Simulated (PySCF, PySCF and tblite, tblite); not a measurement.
# C5H5FN2S: a path driven as rotation about a bond, and NMR exchange

Aim: the barrier and rate of rotation about a bond in C5H5FN2S (`C=C(F)c1nc(C)ns1`), and what it does to NMR lines.

Computed with tblite 0.8.0 (tight binding) and PySCF 2.14.0 (DFT, with response routines of our own); each step states its level. Atoms count from 0 throughout.

### 1 The molecule as given

14 atoms, charge 0, multiplicity 1; geometry from: force field or distance geometry start.

Bonds of the start (Å): C0–C1 1.33, C0–H10 1.10, C0–H9 1.08, C1–C3 1.42, C1–F2 1.34, C3–N4 1.32, C3–S8 1.74, C5–C6 1.49, C5–N7 1.33, C6–H11 1.09, C6–H12 1.08, C6–H13 1.10, N4–C5 1.39, N7–S8 1.67.

### 2 GFN2-xTB relaxation, start minimum

The job: settings as JSON, then the geometry in Å.

```
{"job": {"xc": "GFN2-xTB", "basis": "xTB", "kind": "relax"}, "charge": 0, "multiplicity": 1}
C     -2.577300     1.209100    -0.141600
C     -2.169000    -0.007500    -0.483400
F     -3.046900    -0.899200    -0.969300
C     -0.811100    -0.407200    -0.329000
N      0.210900     0.285300     0.151100
C      1.351100    -0.500700     0.115700
C      2.648300     0.055300     0.585200
N      1.290400    -1.748500    -0.327100
S     -0.299900    -2.014500    -0.763200
H     -1.915300     1.958300     0.268600
H     -3.630000     1.481200    -0.273600
H      2.527700     1.084900     0.924400
H      3.383500     0.037700    -0.206400
H      3.037000    -0.534700     1.426500
```

Command:

```
OMP_NUM_THREADS=1 python ens_run.py task.json out
```

One launch serves the whole session.

The log of the run:

```text
step      E/eV     max force
  0    -736.15999    2.303
  1    -736.29433    0.907
  2    -736.33182    0.524
  3    -736.34233    0.387
  4    -736.35083    0.223
  5    -736.35303    0.126
  6    -736.35478    0.094
  7    -736.35584    0.083
  8    -736.35660    0.089
  9    -736.35700    0.066
 10    -736.35727    0.036
 11    -736.35745    0.030
 12    -736.35755    0.020
 13    -736.35761    0.018
 14    -736.35765    0.022
 15    -736.35772    0.025
 16    -736.35781    0.029
 17    -736.35789    0.026
 18    -736.35795    0.021
 19    -736.35800    0.026
 20    -736.35805    0.029
 21    -736.35811    0.026
 22    -736.35816    0.016
 23    -736.35819    0.015
 24    -736.35822    0.016
 25    -736.35825    0.021
 26    -736.35828    0.022
 27    -736.35831    0.018
 28    -736.35834    0.017
 29    -736.35837    0.018
 30    -736.35841    0.020
 31    -736.35845    0.016
 32    -736.35849    0.013
 33    -736.35851    0.009
 34    -736.35852    0.008
 35    -736.35853    0.008
 36    -736.35853    0.007
 37    -736.35854    0.004
 38    -736.35854    0.005
 39    -736.35854    0.004
 40    -736.35854    0.003
 41    -736.28611    1.304
 42    -736.33781    0.637
 43    -736.35453    0.432
 44    -736.35838    0.237
 45    -736.35978    0.089
 46    -736.36019    0.055
 47    -736.36036    0.033
 48    -736.36047    0.029
 49    -736.36058    0.024
 50    -736.36062    0.011
 51    -736.36063    0.010
 52    -736.36064    0.010
 53    -736.36065    0.010
 54    -736.36066    0.007
 55    -736.36066    0.008
 56    -736.36067    0.008
 57    -736.36068    0.008
 58    -736.36069    0.009
 59    -736.36070    0.012
 60    -736.36072    0.010
 61    -736.36073    0.012
 62    -736.36076    0.016
 63    -736.36080    0.020
 64    -736.36086    0.027
 65    -736.36094    0.028
 66    -736.36102    0.030
 67    -736.36110    0.033
 68    -736.36120    0.034
 69    -736.36132    0.033
 70    -736.36150    0.040
 71    -736.36178    0.049
 72    -736.36215    0.057
 73    -736.36259    0.051
 74    -736.36271    0.065
 75    -736.35996    0.262
 76    -736.36320    0.041
 77    -736.36340    0.041
 78    -736.34767    0.638
 79    -736.36377    0.036
 80    -736.36402    0.032
 81    -736.36303    0.243
 82    -736.36467    0.024
 83    -736.36499    0.023
 84    -736.36413    0.207
 85    -736.36529    0.029
 86    -736.36544    0.035
 87    -736.36554    0.118
 88    -736.36579    0.048
 89    -736.36593    0.039
 90    -736.36637    0.038
 91    -736.36646    0.023
 92    -736.36656    0.027
 93    -736.36673    0.029
 94    -736.36693    0.036
 95    -736.36714    0.052
 96    -736.36727    0.040
 97    -736.36751    0.034
 98    -736.36781    0.036
 99    -736.36791    0.024
100    -736.36808    0.031
101    -736.36819    0.022
102    -736.36826    0.024
103    -736.36836    0.024
104    -736.36846    0.021
105    -736.36858    0.028
106    -736.36871    0.026
107    -736.36877    0.035
108    -736.36887    0.026
109    -736.36895    0.023
110    -736.36909    0.023
111    -736.36913    0.022
112    -736.36919    0.022
113    -736.36929    0.025
114    -736.36935    0.022
115    -736.36943    0.030
116    -736.36948    0.022
117    -736.36954    0.021
118    -736.36966    0.030
119    -736.36975    0.031
120    -736.36983    0.026
121    -736.36990    0.023
122    -736.36998    0.022
123    -736.37005    0.017
124    -736.37010    0.014
125    -736.37013    0.014
126    -736.37016    0.014
127    -736.37018    0.014
128    -736.37020    0.011
129    -736.37021    0.008
130    -736.37022    0.008
131    -736.37023    0.007
132    -736.37023    0.007
133    -736.37024    0.005
134    -736.37024    0.006
135    -736.37025    0.006
136    -736.37025    0.005
137    -736.37025    0.006
138    -736.37026    0.007
139    -736.37027    0.008
140    -736.37028    0.009
141    -736.37029    0.012
142    -736.37030    0.010
143    -736.37031    0.006
144    -736.37031    0.005
145    -736.37031    0.002
```

It took 0.54 s on 1 thread of INTEL XEON PLATINUM 8581C at 2.30GHz, shared host.

Gain 0.210 eV; displacement 0.45 Å root mean square.

### 3 Relaxed scan, rotation

The job: settings as JSON, then the geometry in Å.

```
{"job": {"xc": "GFN2-xTB", "basis": "xTB", "coordinate": [["t", [4, 3, 1, 0], 0.25], ["t", [4, 3, 1, 2], 0.25], ["t", [8, 3, 1, 0], 0.25], ["t", [8, 3, 1, 2], 0.25]], "kind": "drive"}, "charge": 0, "multiplicity": 1}
C     -2.542893     1.265015    -0.263072
C     -2.137838     0.016428    -0.464889
F     -3.014432    -0.928186    -0.872714
C     -0.794089    -0.468770    -0.287670
N      0.218046     0.252252     0.096584
C      1.328422    -0.507802     0.160040
C      2.628870     0.072528     0.574572
N      1.212875    -1.775050    -0.157406
S     -0.317442    -2.128477    -0.568318
H     -1.836443     2.004629     0.060241
H     -3.567789     1.548428    -0.418233
H      2.539366     0.490464     1.575230
H      2.902624     0.877457    -0.104529
H      3.393040    -0.698059     0.562422
```

The log of the run:

```text
point  coordinate     E/eV
  0    104.700     -736.35485
  1    119.500     -736.31395
  2    134.400     -736.25734
  3    149.500     -736.19875
  4    164.700     -736.15347
  5    179.800     -736.12983
  6    195.200     -736.13994
  7    210.300     -736.16981
  8    225.400     -736.21718
  9    240.300     -736.26023
 10    255.100     -736.28922
 11    269.900     -736.29897
```

Wall time 2.8 s (1 thread of INTEL XEON PLATINUM 8581C at 2.30GHz, shared host).

The highest point is number 5, 5.2 kcal/mol above the first.

### 4 Nudged elastic band, leg 1

The job, as its differences from that of step 3:

```diff
@@ -1,2 +1,2 @@
-{"job": {"xc": "GFN2-xTB", "basis": "xTB", "coordinate": [["t", [4, 3, 1, 0], 0.25], ["t", [4, 3, 1, 2], 0.25], ["t", [8, 3, 1, 0], 0.25], ["t", [8, 3, 1, 2], 0.25]], "kind": "drive"}, "charge": 0, "multiplicity": 1}
+{"job": {"xc": "GFN2-xTB", "basis": "xTB", "kind": "neb"}, "charge": 0, "multiplicity": 1}
 C     -2.542893     1.265015    -0.263072
```

The log of the run:

```text
image   E - E0 / eV
  0       0.0000
  1       0.0875
  2       0.2118
  3       0.2303
  4       0.1385
  5       0.0755
  6       0.0616
```

It took 1.4 s on 1 thread of INTEL XEON PLATINUM 8581C at 2.30GHz, shared host.

The highest point is number 3, 5.3 kcal/mol above the first.

### 5 Saddle search, leg 1

The job: settings as JSON, then the geometry in Å.

```
{"job": {"xc": "GFN2-xTB", "basis": "xTB", "kind": "saddle"}, "charge": 0, "multiplicity": 1}
C     -2.776424     1.044409    -0.734573
C     -2.134712     0.140185    -0.016890
F     -2.771685    -0.533899     0.965403
C     -0.735929    -0.247144    -0.186757
N      0.245649     0.081091     0.585509
C      1.404480    -0.443117     0.125588
C      2.685684    -0.179381     0.823791
N      1.342395    -1.163726    -0.964358
S     -0.182638    -1.246813    -1.516496
H     -2.272987     1.587546    -1.511238
H     -3.809387     1.271009    -0.543129
H      2.499946    -0.053058     1.886482
H      3.126586     0.739509     0.437873
H      3.379023    -0.996609     0.648794
```

The log of the run:

```text
step      E/eV     max force
  0    -736.14006   0.0241
  1    -736.13628   0.1190
  2    -736.13826   0.0315
  3    -736.13735   0.0343
  4    -736.13659   0.0461
  5    -736.13604   0.0403
  6    -736.13589   0.0424
  7    -736.13617   0.0896
  8    -736.13613   0.0153
  9    -736.13649   0.0269
 10    -736.13682   0.0349
 11    -736.13712   0.0175
 12    -736.13729   0.0497
 13    -736.13726   0.0065
 14    -736.13738   0.0164
 15    -736.13747   0.0196
 16    -736.13753   0.0083
 17    -736.13754   0.0042
 18    -736.13754   0.0017
lowest wavenumbers (cm-1): -57.1 73.2 108.0 138.1 232.6 289.7
```

It took 4.7 s on 1 thread of INTEL XEON PLATINUM 8581C at 2.30GHz, shared host; peak memory 0.2 GiB.

Point group C1; 1 imaginary mode, 57i cm⁻¹, carried by F2, C0, S8. Steps downhill from it reached both ends.

### 6 Shieldings, start: PBE0/pcSseg-1

The job: settings as JSON, then the geometry in Å.

```
{"job": {"kind": "nmr", "xc": "PBE0", "basis": "pcSseg-1", "pop": false}, "charge": 0, "multiplicity": 1}
C     -2.542893     1.265015    -0.263072
C     -2.137838     0.016428    -0.464889
F     -3.014432    -0.928186    -0.872714
C     -0.794089    -0.468770    -0.287670
N      0.218046     0.252252     0.096584
C      1.328422    -0.507802     0.160040
C      2.628870     0.072528     0.574572
N      1.212875    -1.775050    -0.157406
S     -0.317442    -2.128477    -0.568318
H     -1.836443     2.004629     0.060241
H     -3.567789     1.548428    -0.418233
H      2.539366     0.490464     1.575230
H      2.902624     0.877457    -0.104529
H      3.393040    -0.698059     0.562422
```

The log of the run:

```text
coarse grid: 13368 points
cycle   1  E = -800.2680064190  dE =  1.733e+00  |g| = 6.290e-01  |ddm| = 3.817e+00
cycle   2  E = -800.1383381397  dE =  1.297e-01  |g| = 1.012e+00  |ddm| = 1.375e+00
cycle   3  E = -800.3420708892  dE = -2.037e-01  |g| = 1.673e-01  |ddm| = 9.471e-01
cycle   4  E = -800.3481388904  dE = -6.068e-03  |g| = 5.919e-02  |ddm| = 2.074e-01
cycle   5  E = -800.3488572978  dE = -7.184e-04  |g| = 2.253e-02  |ddm| = 7.089e-02
cycle   6  E = -800.3489634194  dE = -1.061e-04  |g| = 7.941e-03  |ddm| = 2.501e-02
cycle   7  E = -800.3489755013  dE = -1.208e-05  |g| = 2.399e-03  |ddm| = 8.139e-03
cycle   8  E = -800.3489768669  dE = -1.366e-06  |g| = 5.029e-04  |ddm| = 2.730e-03
final grid: 128240 points
cycle   9  E = -800.4078070150  dE = -2.776e-05  |g| = 1.051e-02  |ddm| = 3.214e-02
cycle  10  E = -800.4077610159  dE =  4.600e-05  |g| = 1.713e-02  |ddm| = 2.665e-02
cycle  11  E = -800.4078321294  dE = -7.111e-05  |g| = 2.614e-03  |ddm| = 1.914e-02
cycle  12  E = -800.4078336930  dE = -1.564e-06  |g| = 5.654e-04  |ddm| = 2.669e-03
cycle  13  E = -800.4078337498  dE = -5.683e-08  |g| = 2.119e-04  |ddm| = 6.216e-04
cycle  14  E = -800.4078337579  dE = -8.085e-09  |g| = 8.890e-05  |ddm| = 2.532e-04
cycle  15  E = -800.4078337597  dE = -1.785e-09  |g| = 3.034e-05  |ddm| = 1.004e-04
cycle  16  E = -800.4078337599  dE = -2.080e-10  |g| = 5.080e-06  |ddm| = 3.198e-05
converged SCF energy = -800.4078337599

GIAO shielding tensors (ppm)
atom      isotropic    diamagn.    paramagn.     s11        s22        s33       span
  0 C       82.812     259.202    -176.390     -8.312     92.491    164.256    172.568
  1 C       19.555     248.920    -229.365    -78.287     66.221     70.732    149.020
  2 F      286.926     472.978    -186.053    205.720    318.178    336.879    131.159
  3 C       -3.438     264.921    -268.359    -83.953     -4.416     78.057    162.010
  4 N      -64.203     333.158    -397.361   -305.740    -92.252    205.381    511.121
  5 C       10.672     258.140    -247.468    -52.356     11.553     72.819    125.175
  6 C      165.495     245.228     -79.733    153.043    153.821    189.620     36.577
  7 N      -41.210     333.954    -375.164   -231.432    -81.722    189.524    420.957
  8 S       78.550    1058.291    -979.741   -107.794    135.557    207.886    315.680
  9 H       25.389      33.131      -7.741     22.339     24.741     29.088      6.749
 10 H       26.298      27.362      -1.064     24.359     24.390     30.145      5.786
 11 H       28.827      28.161       0.666     24.739     27.320     34.422      9.683
 12 H       28.826      28.138       0.688     24.743     27.313     34.422      9.680
 13 H       28.820      26.726       2.093     23.759     28.392     34.308     10.549
```

It took 23 s on 1 thread of INTEL XEON PLATINUM 8581C at 2.30GHz, shared host; peak memory 0.78 GiB.

In short: HOMO -7.38 eV, LUMO -2.14 eV; dipole 1.57 D.

### 7 Shieldings, saddle of leg 1: PBE0/pcSseg-1

The job: settings as JSON, then the geometry in Å.

```
{"job": {"kind": "nmr", "xc": "PBE0", "basis": "pcSseg-1", "pop": false}, "charge": 0, "multiplicity": 1}
C     -2.723105     1.100809    -0.745477
C     -2.141731     0.147158    -0.042060
F     -2.843353    -0.551670     0.878757
C     -0.750184    -0.284942    -0.169744
N      0.248219     0.150735     0.522607
C      1.392256    -0.461023     0.137199
C      2.683702    -0.133107     0.785886
N      1.303063    -1.342802    -0.823805
S     -0.232593    -1.492715    -1.331212
H     -2.170786     1.655280    -1.479781
H     -3.756359     1.351599    -0.587980
H      2.622465    -0.353309     1.849933
H      2.889039     0.929622     0.673249
H      3.479369    -0.715634     0.332428
```

The log of the run:

```text
coarse grid: 13368 points
cycle   1  E = -800.2525971618  dE =  1.730e+00  |g| = 6.401e-01  |ddm| = 3.765e+00
cycle   2  E = -800.1071790516  dE =  1.454e-01  |g| = 1.058e+00  |ddm| = 1.370e+00
cycle   3  E = -800.3290162770  dE = -2.218e-01  |g| = 1.820e-01  |ddm| = 9.494e-01
cycle   4  E = -800.3363151542  dE = -7.299e-03  |g| = 6.072e-02  |ddm| = 2.161e-01
cycle   5  E = -800.3370428060  dE = -7.277e-04  |g| = 2.356e-02  |ddm| = 6.780e-02
cycle   6  E = -800.3371502363  dE = -1.074e-04  |g| = 8.280e-03  |ddm| = 2.491e-02
cycle   7  E = -800.3371642639  dE = -1.403e-05  |g| = 2.547e-03  |ddm| = 8.462e-03
cycle   8  E = -800.3371658211  dE = -1.557e-06  |g| = 4.352e-04  |ddm| = 2.779e-03
final grid: 128240 points
cycle   9  E = -800.3967031464  dE = -2.738e-05  |g| = 1.034e-02  |ddm| = 3.046e-02
cycle  10  E = -800.3966590550  dE =  4.409e-05  |g| = 1.674e-02  |ddm| = 2.567e-02
cycle  11  E = -800.3967275328  dE = -6.848e-05  |g| = 2.701e-03  |ddm| = 1.850e-02
cycle  12  E = -800.3967292133  dE = -1.680e-06  |g| = 5.556e-04  |ddm| = 2.587e-03
cycle  13  E = -800.3967292668  dE = -5.346e-08  |g| = 2.070e-04  |ddm| = 6.078e-04
cycle  14  E = -800.3967292743  dE = -7.504e-09  |g| = 9.208e-05  |ddm| = 2.411e-04
cycle  15  E = -800.3967292761  dE = -1.845e-09  |g| = 2.825e-05  |ddm| = 9.470e-05
cycle  16  E = -800.3967292763  dE = -1.864e-10  |g| = 5.224e-06  |ddm| = 3.037e-05
converged SCF energy = -800.3967292763

GIAO shielding tensors (ppm)
atom      isotropic    diamagn.    paramagn.     s11        s22        s33       span
  0 C       80.273     258.401    -178.127    -23.457    101.679    162.597    186.054
  1 C       20.342     246.255    -225.914    -90.762     70.344     81.443    172.205
  2 F      249.151     472.423    -223.273    155.267    264.824    327.360    172.093
  3 C       -2.017     265.301    -267.318    -92.784     -5.791     92.525    185.309
  4 N      -87.730     331.753    -419.483   -356.699   -105.912    199.422    556.121
  5 C       11.899     258.517    -246.618    -53.140     16.191     72.647    125.787
  6 C      165.361     244.735     -79.375    152.331    154.434    189.316     36.985
  7 N      -50.939     333.985    -384.924   -243.527    -89.121    179.830    423.358
  8 S       46.101    1058.660   -1012.559   -176.440    131.841    182.902    359.341
  9 H       26.747      32.357      -5.610     23.295     25.728     31.219      7.923
 10 H       26.179      27.747      -1.568     22.892     25.283     30.362      7.471
 11 H       28.716      27.465       1.250     24.670     27.136     34.343      9.673
 12 H       28.723      27.969       0.754     24.659     27.197     34.314      9.655
 13 H       28.763      26.626       2.137     23.794     28.274     34.221     10.426
```

It took 22 s on 1 thread of INTEL XEON PLATINUM 8581C at 2.30GHz, shared host; peak memory 0.87 GiB.

This run: HOMO -7.93 eV, LUMO -1.64 eV; dipole 1.38 D.

### 8 Shieldings, end: PBE0/pcSseg-1

The job: settings as JSON, then the geometry in Å.

```
{"job": {"kind": "nmr", "xc": "PBE0", "basis": "pcSseg-1", "pop": false}, "charge": 0, "multiplicity": 1}
C     -2.986670     0.555345    -0.882437
C     -2.013262     0.539760     0.022532
F     -2.266001     0.940966     1.281735
C     -0.651832     0.121466    -0.205073
N      0.302011     0.104272     0.670852
C      1.445816    -0.343519     0.116324
C      2.687401    -0.456808     0.917277
N      1.411127    -0.672053    -1.151841
S     -0.074588    -0.445573    -1.765780
H     -2.806339     0.240344    -1.892814
H     -3.975058     0.884486    -0.619013
H      2.518809    -1.129317     1.756097
H      2.953198     0.519686     1.317394
H      3.492091    -0.834272     0.294292
```

The log of the run:

```text
coarse grid: 13368 points
cycle   1  E = -800.2611080762  dE =  1.745e+00  |g| = 6.292e-01  |ddm| = 3.850e+00
cycle   2  E = -800.1313041169  dE =  1.298e-01  |g| = 1.025e+00  |ddm| = 1.548e+00
cycle   3  E = -800.3359639456  dE = -2.047e-01  |g| = 1.641e-01  |ddm| = 1.043e+00
cycle   4  E = -800.3416595644  dE = -5.696e-03  |g| = 6.184e-02  |ddm| = 2.053e-01
cycle   5  E = -800.3425086818  dE = -8.491e-04  |g| = 2.208e-02  |ddm| = 7.644e-02
cycle   6  E = -800.3426074219  dE = -9.874e-05  |g| = 7.328e-03  |ddm| = 2.296e-02
cycle   7  E = -800.3426174398  dE = -1.002e-05  |g| = 2.700e-03  |ddm| = 7.827e-03
cycle   8  E = -800.3426191935  dE = -1.754e-06  |g| = 6.494e-04  |ddm| = 3.066e-03
final grid: 128240 points
cycle   9  E = -800.4021561833  dE = -2.839e-05  |g| = 1.030e-02  |ddm| = 3.291e-02
cycle  10  E = -800.4021113294  dE =  4.485e-05  |g| = 1.667e-02  |ddm| = 2.648e-02
cycle  11  E = -800.4021805393  dE = -6.921e-05  |g| = 2.855e-03  |ddm| = 1.902e-02
cycle  12  E = -800.4021824591  dE = -1.920e-06  |g| = 5.205e-04  |ddm| = 2.762e-03
cycle  13  E = -800.4021825047  dE = -4.566e-08  |g| = 1.964e-04  |ddm| = 6.041e-04
cycle  14  E = -800.4021825112  dE = -6.497e-09  |g| = 9.454e-05  |ddm| = 2.614e-04
cycle  15  E = -800.4021825133  dE = -2.055e-09  |g| = 2.536e-05  |ddm| = 1.055e-04
cycle  16  E = -800.4021825134  dE = -1.451e-10  |g| = 4.981e-06  |ddm| = 2.974e-05
converged SCF energy = -800.4021825134

GIAO shielding tensors (ppm)
atom      isotropic    diamagn.    paramagn.     s11        s22        s33       span
  0 C       79.346     261.183    -181.836    -22.306    101.796    158.549    180.855
  1 C       18.885     243.865    -224.979    -82.618     64.028     75.246    157.864
  2 F      276.184     474.225    -198.040    183.867    288.029    356.657    172.790
  3 C       -2.451     267.521    -269.972    -79.650     -5.444     77.742    157.392
  4 N      -73.528     332.153    -405.682   -343.937    -89.301    212.653    556.590
  5 C       10.639     258.368    -247.730    -53.583     15.405     70.094    123.677
  6 C      165.365     244.521     -79.155    152.521    154.237    189.338     36.817
  7 N      -44.061     333.754    -377.815   -243.969    -72.103    183.890    427.859
  8 S       75.105    1059.185    -984.080   -130.556    167.702    188.171    318.727
  9 H       25.943      32.992      -7.049     23.408     24.095     30.325      6.918
 10 H       26.015      27.829      -1.814     23.610     24.291     30.144      6.534
 11 H       28.811      27.431       1.380     24.813     27.228     34.392      9.578
 12 H       28.811      27.420       1.391     24.815     27.226     34.392      9.577
 13 H       28.842      26.548       2.295     23.889     28.369     34.269     10.380
```

It took 22 s on 1 thread of INTEL XEON PLATINUM 8581C at 2.30GHz, shared host; peak memory 0.87 GiB.

In short: HOMO -7.37 eV, LUMO -2.23 eV; dipole 1.30 D.

[end of part 1 of 2]
